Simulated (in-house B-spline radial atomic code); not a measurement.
# Co: numerical settings, good and bad

Which of these inputs for Co still give the converged answer?

Program: in-house B-spline radial atomic code version 1. Level of theory: non-relativistic AM05, spherical fractional occupations, point nucleus, basis-set limit. These are calculated values, not measurements, unless marked.

### 1 What is computed

```
element       : cobalt (Z = 27)
charge        : 0
electrons     : 27
configuration : [Ar] 3d7 4s2
Hamiltonian   : non-relativistic
nucleus       : point
```

Outer shells as boxes (Hund's rule):

[Ar] 3d7 4s2
```
[Ar] core
3d [↑↓][↑↓][↑ ][↑ ][↑ ]
4s [↑↓]
```

The boxes only draw the filling; these runs are spin-restricted and spherical.

A run counts as converged when the orbital gradient is under the tolerance times 27 hartree (or under the basis's noise floor) and the energy moved by less than 1e-8 hartree times the root of its size. Energy differences under 4e-06 hartree are noise.

Settings of the run:

```ini
Z = 27
electrons = 27.0
configuration = [Ar] 3d7 4s2
hamiltonian = nr
method = am05
spin_polarised = False
knot_spacing = 0.22
spline_order = 8
gauss_points = 12
box_radius = 50
max_iterations = 70
damping = 0.5
damped_steps = 3
diis_vectors = 10
tolerance = 1e-08
start = Thomas-Fermi
```

This reference run was done before. Its total energy is -1380.228314 hartree, and its levels are (the highest eight at most):

| orbital | occupation | energy (eV) | <r> (bohr) |
| --- | --- | --- | --- |
| 1s | 2 | -7501.13 | 0.05698 |
| 2s | 2 | -881.24 | 0.2591 |
| 2p | 6 | -765.71 | 0.2264 |
| 3s | 2 | -99.426 | 0.7842 |
| 3p | 6 | -64.893 | 0.8207 |
| 3d | 7 | -8.541 | 1.062 |
| 4s | 2 | -5.322 | 2.926 |

### 2 Box radius 10; cap on iterations 75; convergence tolerance 1e-10

Settings of the run:

```ini
Z = 27
electrons = 27.0
configuration = [Ar] 3d7 4s2
hamiltonian = nr
method = am05
spin_polarised = False
knot_spacing = 0.22
spline_order = 8
gauss_points = 12
box_radius = 10.0
max_iterations = 75
damping = 0.5
damped_steps = 3
diis_vectors = 10
tolerance = 1e-10
start = Thomas-Fermi
```

Launch:

```bash
> python run_scf.py task.json out
```

The settings of every run stand in task.json; they run in order.

### 3 Spline order 5; box radius 100; cap on iterations 100; damping (share of the old matrix) 0.2; starting potential bare nucleus

Settings of the run:

```ini
Z = 27
electrons = 27.0
configuration = [Ar] 3d7 4s2
hamiltonian = nr
method = am05
spin_polarised = False
knot_spacing = 0.22
spline_order = 5
gauss_points = 12
box_radius = 100
max_iterations = 100
damping = 0.2
damped_steps = 3
diis_vectors = 10
tolerance = 1e-08
start = bare nucleus
```

### 4 Cap on iterations 50; damping (share of the old matrix) 0; number of damped steps 30; number of DIIS vectors 2

Settings of the run:

```ini
Z = 27
electrons = 27.0
configuration = [Ar] 3d7 4s2
hamiltonian = nr
method = am05
spin_polarised = False
knot_spacing = 0.22
spline_order = 8
gauss_points = 12
box_radius = 50
max_iterations = 50
damping = 0
damped_steps = 30
diis_vectors = 2
tolerance = 1e-08
start = Thomas-Fermi
```

### 5 Spline order 5; cap on iterations 12; number of DIIS vectors 4

Settings of the run:

```ini
Z = 27
electrons = 27.0
configuration = [Ar] 3d7 4s2
hamiltonian = nr
method = am05
spin_polarised = False
knot_spacing = 0.22
spline_order = 5
gauss_points = 12
box_radius = 50
max_iterations = 12
damping = 0.5
damped_steps = 3
diis_vectors = 4
tolerance = 1e-08
start = Thomas-Fermi
```

### 6 Configuration [Ar] 3d7 4s2 5p-1

In configurations, a minus sign after the shell means j = l − 1/2 and a plus sign j = l + 1/2; the count of electrons follows.

Settings of the run:

```ini
Z = 27
electrons = 28.0
configuration = [Ar] 3d7 4s2 5p-1
hamiltonian = nr
method = am05
spin_polarised = False
knot_spacing = 0.22
spline_order = 8
gauss_points = 12
box_radius = 50
max_iterations = 50
damping = 0.5
damped_steps = 3
diis_vectors = 10
tolerance = 1e-08
start = Thomas-Fermi
```

### 7 Configuration [Ar] 3d7 4s2 6s2 6p6

Changes to the settings of step 6:

```diff
@@ -1,4 +1,4 @@
 Z = 27
-electrons = 28.0
-configuration = [Ar] 3d7 4s2 5p-1
+electrons = 35.0
+configuration = [Ar] 3d7 4s2 6s2 6p6
 hamiltonian = nr
```

### 8 Another Hamiltonian or method

Settings of the run:

```ini
Z = 27
electrons = 27.0
configuration = [Ar] 3d7 4s2
hamiltonian = dirac
method = hf
spin_polarised = False
nucleus = fermi
rms_radius = 3.7875
mass_number = 59
atomic_mass = 58.933193524
speed_of_light = 13.498045909774
knot_spacing = 0.22
spline_order = 8
gauss_points = 12
box_radius = 50
max_iterations = 70
damping = 0.5
damped_steps = 3
diis_vectors = 10
tolerance = 1e-08
start = Thomas-Fermi
```

Before running: Which of these runs converge to the reference energy, which miss it and by about how much, and which fail?

As calculated:

| run | outcome | iterations | energy less the reference (hartree) |
| --- | --- | --- | --- |
| reference | converged | 10 | 0 |
| box radius 10; cap on iterations 75; convergence tolerance 1e-10 | converged | 11 | +0.000247 |
| spline order 5; box radius 100; cap on iterations 100; damping (share of the old matrix) 0.2; starting potential bare nucleus | converged | 13 | +1.42e-05 |
| cap on iterations 50; damping (share of the old matrix) 0; number of damped steps 30; number of DIIS vectors 2 | converged | 48 | below noise |
| spline order 5; cap on iterations 12; number of DIIS vectors 4 | converged | 10 | +1.42e-05 |
| Configuration [Ar] 3d7 4s2 5p-1 | refused | - | - |
| Configuration [Ar] 3d7 4s2 6s2 6p6 | converged | 16 | other system or model |
| Another Hamiltonian or method | refused | - | - |

Of 7 changed inputs, 1 gave the reference energy within 1e-05 hartree, 3 converged to another value, 1 changed the system or the model and 2 met a refusal. The worst converged miss is +0.000247 hartree (box radius 10; cap on iterations 75; convergence tolerance 1e-10): that the iterations converge says nothing of the basis, the quadrature or the box.
